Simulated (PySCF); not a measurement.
**GaBr₂⁺: structure of the singlet**

The task is one start of a wider search on GaBr₂⁺: the singlet, from a linear start. It is relaxed, tested by its Hessian and followed downhill if it is a saddle.

Method: PBE0, basis Ga def2-TZVP, Br def2-TZVP, no relativity, density fitting; program: PySCF 2.14.0.

## Step 1: The system as given

3 atoms, charge 1, spin multiplicity 1.

Bond lengths: Ga1–Br2 2.332 Å, Ga1–Br3 2.332 Å. Angles: Br2–Ga1–Br3 180.0°.

```xyz
3
charge 1 multiplicity 1
Ga    0.0000    0.0000    0.0000
Br    0.0000    0.0000    2.3324
Br    0.0000    0.0000   -2.3324
```

## Step 2: First SCF at the start

One driver script runs all steps and calls PySCF; scf.py shows how it sets up the SCF of each step. The optimiser is the driver's own. After this first run the driver tries any further starts and a stability analysis.

Input file scf.py:

```python
from pyscf import gto, scf, dft
mol = gto.M(atom='''
Ga     0.000000     0.000000     0.000000
Br     0.000000     0.000000     2.332400
Br     0.000000     0.000000    -2.332400''',
    basis={'Ga': 'def2-TZVP', 'Br': 'def2-TZVP'},
    charge=1, spin=0)
mf = dft.RKS(mol, xc='PBE0')
mf.grids.atom_grid = (50, 194)
aux = {'Ga': 'def2-universal-JKFIT', 'Br': 'def2-universal-JKFIT'}
mf = mf.density_fit(auxbasis=aux)
mf.conv_tol = 1e-08
mf.diis_space = 10
mf.max_cycle = 60
mf.init_guess = 'minao'
mf.verbose = 4
mf.kernel()
```

Run with:

```sh
$ OMP_NUM_THREADS=2 python axn.py task.json out
```

Log:

```text
init E= -7069.93242143683
  HOMO = -0.340175965439767  LUMO = -0.164190160023705  gap/eV = 4.78882
cycle= 1 E= -7071.97906593513  delta_E= -2.05  |g|= 0.941  |ddm|= 2.01
  HOMO = -0.534137026800065  LUMO = -0.41296113490513  gap/eV = 3.29736
cycle= 2 E= -7071.77676060878  delta_E= 0.202  |g|= 1.43  |ddm|= 1.75
  HOMO = -0.546018102875866  LUMO = -0.367054288262417  gap/eV = 4.86985
cycle= 3 E= -7072.09675022703  delta_E= -0.32  |g|= 0.233  |ddm|= 1.21
  HOMO = -0.52928640208964  LUMO = -0.359782761121743  gap/eV = 4.61243
cycle= 4 E= -7072.10479235793  delta_E= -0.00804  |g|= 0.044  |ddm|= 0.214
  HOMO = -0.529303928396067  LUMO = -0.354609960975084  gap/eV = 4.75366
cycle= 5 E= -7072.10532741415  delta_E= -0.000535  |g|= 0.01  |ddm|= 0.0608
  HOMO = -0.529299143730224  LUMO = -0.355157848551555  gap/eV = 4.73863
cycle= 6 E= -7072.10536239367  delta_E= -3.5e-05  |g|= 0.0016  |ddm|= 0.0115
  HOMO = -0.529324497388501  LUMO = -0.355196776406141  gap/eV = 4.73826
cycle= 7 E= -7072.10536271175  delta_E= -3.18e-07  |g|= 0.000113  |ddm|= 0.00107
  HOMO = -0.529318342812777  LUMO = -0.355190287892355  gap/eV = 4.73827
cycle= 8 E= -7072.10536271651  delta_E= -4.76e-09  |g|= 1.05e-05  |ddm|= 0.000172
  HOMO = -0.529317071947121  LUMO = -0.355190807076095  gap/eV = 4.73822
Extra cycle  E= -7072.10536271652  delta_E= -1.09e-11  |g|= 1.55e-05  |ddm|= 3.13e-05
converged SCF energy = -7072.10536271652
```

This step, with its further starts and checks, needed 21 s of wall time on 2 threads of Intel Xeon Platinum 8488C (Sapphire Rapids), shared host.

No lower closed-shell solution turned up in the test of internal stability.

## Step 3: Relaxing the singlet from the linear start

The program finds D∞h symmetry in the start, which this walk keeps.

Edit scf.py of step 2 so:

```diff
@@ -15 +14,0 @@
-mf.init_guess = 'minao'
```

The optimiser's trace:

```tsv
step	energy (Eh)	change (kJ/mol)	largest symmetric gradient (Eh/bohr)
0	-7072.105363	0.00	0.04224
1	-7072.118428	-34.30	0.01749
2	-7072.119939	-38.27	0.00851
3	-7072.120277	-39.16	0.00105
4	-7072.120282	-39.17	0.00005
```

The walk took 30 s.

Positions (Å) and forces (eV/Å) along the way:

```
step 0
Ga   0.000   0.000   0.000   0.000   0.000   0.000
Br   0.000   0.000   2.332   0.000   0.000  -2.172
Br   0.000   0.000  -2.332   0.000   0.000   2.172
step 1
Ga   0.000   0.000   0.000   0.000   0.000   0.000
Br   0.000   0.000   2.221   0.000   0.000  -0.899
Br   0.000   0.000  -2.221   0.000   0.000   0.899
step 2
Ga   0.000   0.000   0.000   0.000   0.000   0.000
Br   0.000   0.000   2.145   0.000   0.000   0.437
Br   0.000   0.000  -2.145   0.000   0.000  -0.437
step 3
Ga   0.000   0.000   0.000   0.000   0.000   0.000
Br   0.000   0.000   2.170   0.000   0.000  -0.054
Br   0.000   0.000  -2.170   0.000   0.000   0.054
step 4
Ga   0.000   0.000   0.000   0.000   0.000   0.000
Br   0.000   0.000   2.167   0.000   0.000  -0.003
Br   0.000   0.000  -2.167   0.000   0.000   0.003
```

It settles in D∞h symmetry, 39.2 kJ/mol below the start, after 4 steps: Ga–Br 2.167 Å (×2); Br–Ga–Br 180.0°.

## Step 4: Vibrations and properties at this point

The point is checked on the finer grid, and tightened if its gradient asks for it. The Hessian and the dipole derivatives come from central differences of analytic gradients, with steps of 0.02 bohr.

Edit scf.py of step 3 so:

```diff
@@ -4,2 +4,2 @@
-Br     0.000000     0.000000     2.332400
-Br     0.000000     0.000000    -2.332400''',
+Br    -0.000000    -0.000000     2.167505
+Br     0.000000     0.000000    -2.167505''',
@@ -9 +9 @@
-mf.grids.atom_grid = (50, 194)
+mf.grids.atom_grid = (75, 302)
@@ -12 +12 @@
-mf.conv_tol = 1e-08
+mf.conv_tol = 1e-10
```

This SCF starts from the last density.

SCF at the final geometry:

```text
init E= -7072.12009649869
  HOMO = -0.539238497715746  LUMO = -0.316373057367511  gap/eV = 6.06448
cycle= 1 E= -7072.12009649866  delta_E= 3.27e-11  |g|= 1.52e-05  |ddm|= 1.74e-05
  HOMO = -0.539239314268517  LUMO = -0.316372097868407  gap/eV = 6.06453
cycle= 2 E= -7072.1200964986  delta_E= 5.82e-11  |g|= 2.52e-05  |ddm|= 2.85e-05
  HOMO = -0.539238834569755  LUMO = -0.316372716721032  gap/eV = 6.06450
cycle= 3 E= -7072.1200964987  delta_E= -9.46e-11  |g|= 3.56e-07  |ddm|= 1.77e-05
  HOMO = -0.53923880265048  LUMO = -0.316372697140189  gap/eV = 6.06450
Extra cycle  E= -7072.1200964987  delta_E= -3.64e-12  |g|= 3.57e-07  |ddm|= 3.51e-07
converged SCF energy = -7072.1200964987
```

The whole step took 48 s.

Geometry: D∞h; Ga–Br 2.168 Å (×2); Br–Ga–Br 180.0°.

Harmonic modes (main isotopes):

```
symmetry  ω (cm⁻¹)  IR (km/mol)  μ (u)
      πu        90         12.7  71.68
     σg+       257          0.0  78.92
     σu+       473         53.5  71.68
```

No imaginary mode, so this is a minimum.

Constants and moments:

- Dipole moment about the centre of mass: 0.00 D
- Highest occupied level: -14.67 eV
- Lowest empty level: -8.61 eV
- Rotational constants: 0.02273 cm⁻¹
- Zero-point energy: 5.4 kJ/mol
- Principal polarisabilities: 40.7, 40.7, 95.5 bohr³
- Principal traceless quadrupole moments about the centre of mass: -6.85, -6.85, 13.69 D Å
- Entropy at 298.15 K and 1 bar: 295.7 J/(mol K)
- Heat capacity Cp at 298.15 K: 58.3 J/(mol K)
- Enthalpy at 298.15 K above 0 K: 14.54 kJ/mol
- Rotational symmetry number: 2

Charges (e) and bond orders:

```json
{"atom": "Ga1", "Mulliken": "0.76", "Löwdin": "-0.04", "polar tensor": "1.22", "Mayer order to Ga1": "–"}
{"atom": "Br2,3", "Mulliken": "0.12", "Löwdin": "0.52", "polar tensor": "-0.11", "Mayer order to Ga1": "1.48"}
```

Outer orbital energies (eV). occupied: -27.87, -27.71, -18.71, -16.63, -15.18, -15.18, -14.67, -14.67; empty: -8.61, -7.19, -7.19, -2.29.

Mulliken populations on Ga1: s 7.00, p 13.02, d 10.16, f 0.06.

## Step 5: Fields at the lowest minimum

The plane holds Ga1 at (0.00, 0.00), Br2 at (2.17, 0.00), Br3 at (-2.17, 0.00) Å. Columns run from x = -4.05 to 4.35 Å, rows from y = 2.25 (top) to -1.95 Å, in steps of 0.3 Å.

Density (cut at 5 e/Å³):

Ten steps from '0' (0.000 e/Å³) to '9' (5.000 e/Å³), finer at the low end (step k begins (100^(k/10) - 1)/99 of the way up):
```
00000000000000000000000000000
00000000000000000000000000000
00000111110000000011111000000
00012233221111111122332210000
00123455433223322334554321000
00135676654446644456676531000
01246899765589985567998642100
01357999965699996569999753100
01357999965699996569999753100
01246899765589985567998642100
00135676654446644456676531000
00123455433223322334554321000
00012233221111111122332210000
00000111110000000011111000000
00000000000000000000000000000
```

ELF (0 where the density is under 0.005 e/Å³):

Ten even steps from '0' (0.00) to '9' (0.86):
```
00000011100000000001110000000
00012444321000000123444210000
00135777643110011346777531000
01368999865321123568999863100
02589999976421124679999985200
03689866887312213788668986300
14787242287137731782242787410
14783638267174471762836387410
14783638267174471762836387410
14787242287137731782242787410
03689866887312213788668986300
02589999976421124679999985200
01368999865321123568999863100
00135777643110011346777531000
00012444321000000123444210000
```

Highest occupied orbital at -14.67 eV (sign arbitrary; one member if degenerate):

Ten even steps from '0' (-0.47 Å^-3/2) to '9' (0.47 Å^-3/2):
```
55555555555555444444444444444
55555555555555444444444444444
55555555555555444444444444444
55555666665555444433333444444
55556777765555444432222344444
55566788766555444332112334444
55556767765544554432232344444
55555502555542754444794444444
44444497444457245555205555555
44443232234455445567767655555
44433211233444555667887665555
44443222234444555567777655555
44444333334444555566666555555
44444444444444555555555555555
44444444444444555555555555555
```

Along Ga1–Br2 (2.168 Å) the density is least, 0.75 e/Å³, about 0.98 Å from Ga1; ELF there is 0.44.

Making the fields took 3.4 s.

## Step 6: Summary of results

| quantity | value |
| --- | --- |
| minimum | singlet, D∞h |
| geometry | Ga–Br 2.168 Å (×2); Br–Ga–Br 180.0° |
| wavenumbers (cm⁻¹) | 90 (πu), 257 (σg+), 473 (σu+) |
| dipole moment (centre of mass) | 0.00 D |
| highest occupied, lowest empty level | -14.67, -8.61 eV |
| polar-tensor charge of Ga1 | +1.22 e |
| zero-point energy | 5.4 kJ/mol |
| entropy at 298.15 K | 295.7 J/(mol K) |

What this shows: The linear start keeps its D∞h symmetry and ends in a minimum. In the infrared the band at 473 cm⁻¹ (σu+) leads. Other starts or spin states, not run here, may lie lower.

The search up to here needed 100 s of wall time on 2 threads of Intel Xeon Platinum 8488C (Sapphire Rapids), shared host.
